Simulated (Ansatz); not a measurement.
# C2H8BFSi: how energies converge with the basis set

The task here is to estimate one member of a computed series from the others.

Program: Ansatz 0.2.0, Gaussian basis. Level of theory: one geometry, several basis sets. These are calculated values, not measurements.

Plan: PBE0-D4/def2-SVP; ωB97M-V/def2-SVP; PBE0-D4/def2-QZVPP; ωB97M-V/def2-QZVPP; the functionals' def2-TZVPP values are taken from earlier runs.

### The geometry

All runs share one geometry, relaxed beforehand with PBE0-D4 in a triple-zeta def2 set.

SMILES `CB(C)[SiH2]F`, 13 atoms, charge 0, spin multiplicity 1.

Atoms are counted from 1 here; the program's logs count them from 0.

Bond lengths: C1–B2 1.558 Å, C1–H6 1.103 Å, C1–H7 1.093 Å, C1–H8 1.092 Å, B2–C3 1.562 Å, B2–Si4 2.021 Å, C3–H9 1.094 Å, C3–H10 1.092 Å, C3–H11 1.103 Å, Si4–F5 1.612 Å, Si4–H12 1.492 Å, Si4–H13 1.492 Å. Angles: B2–C1–H6 104.8°, B2–C1–H7 114.5°, B2–C1–H8 114.9°, H6–C1–H7 106.4°, H6–C1–H8 105.1°, H7–C1–H8 110.1°, C1–B2–C3 121.1°, C1–B2–Si4 120.9°, C3–B2–Si4 118.0°, B2–C3–H9 113.6°, B2–C3–H10 116.3°, B2–C3–H11 104.6°, H9–C3–H10 109.6°, H9–C3–H11 105.8°, H10–C3–H11 106.0°, B2–Si4–F5 112.5°, B2–Si4–H12 111.8°, B2–Si4–H13 111.1° and more.

Set-up of the first run:

Input file in.yaml:

```yaml
crystal:
  periodic: [false, false, false]
  atoms:
    - {symbol: C, position_ang: [-1.182471, -0.326728, 1.129859]}
    - {symbol: B, position_ang: [-0.026578, -0.163956, 0.098051]}
    - {symbol: C, position_ang: [0.936227, -1.349248, -0.228174]}
    - {symbol: Si, position_ang: [0.261334, 1.586374, -0.869874]}
    - {symbol: F, position_ang: [-0.692539, 2.761967, -0.314992]}
    - {symbol: H, position_ang: [-2.075445, -0.543912, 0.519797]}
    - {symbol: H, position_ang: [-1.063672, -1.170332, 1.815383]}
    - {symbol: H, position_ang: [-1.432489, 0.578549, 1.687531]}
    - {symbol: H, position_ang: [0.482305, -2.334035, -0.083205]}
    - {symbol: H, position_ang: [1.433591, -1.315396, -1.200269]}
    - {symbol: H, position_ang: [1.736902, -1.273757, 0.525981]}
    - {symbol: H, position_ang: [1.666759, 2.068719, -0.737214]}
    - {symbol: H, position_ang: [-0.023424, 1.446954, -2.328075]}
basis:
  gaussian: {orbitals: def2-SVP}
hamiltonian: {xc: pbe0, dispersion: d4}
output: {orbitals: {seedname: orbitals}}
```

Started as:

```sh
> ansatz run in.yaml --threads 4 --pin off --events-out ev --progress --plain --max-ram 10444MiB
```

Steps of the session up to this table: PBE0-D4 in def2-SVP; ωB97M-V in def2-SVP; PBE0-D4 in def2-QZVPP; ωB97M-V in def2-QZVPP.

One of the session's tables, all rows but one given; the rest of the session is left out.

It belongs to the step «Density functionals: the series». 

```
functional       basis  HOMO (eV)
   PBE0-D4    def2-SVP      -7.61
   PBE0-D4  def2-TZVPP      -7.66
   PBE0-D4  def2-QZVPP      -7.67
   ωB97M-V    def2-SVP          ?
   ωB97M-V  def2-TZVPP      -9.82
   ωB97M-V  def2-QZVPP      -9.83
```

Q: Estimate the row for ωB97M-V, def2-SVP from the others.

As computed: HOMO (eV): -9.74. In the column «HOMO (eV)» it lies between ωB97M-V, def2-TZVPP (-9.82) and PBE0-D4, def2-QZVPP (-7.67).
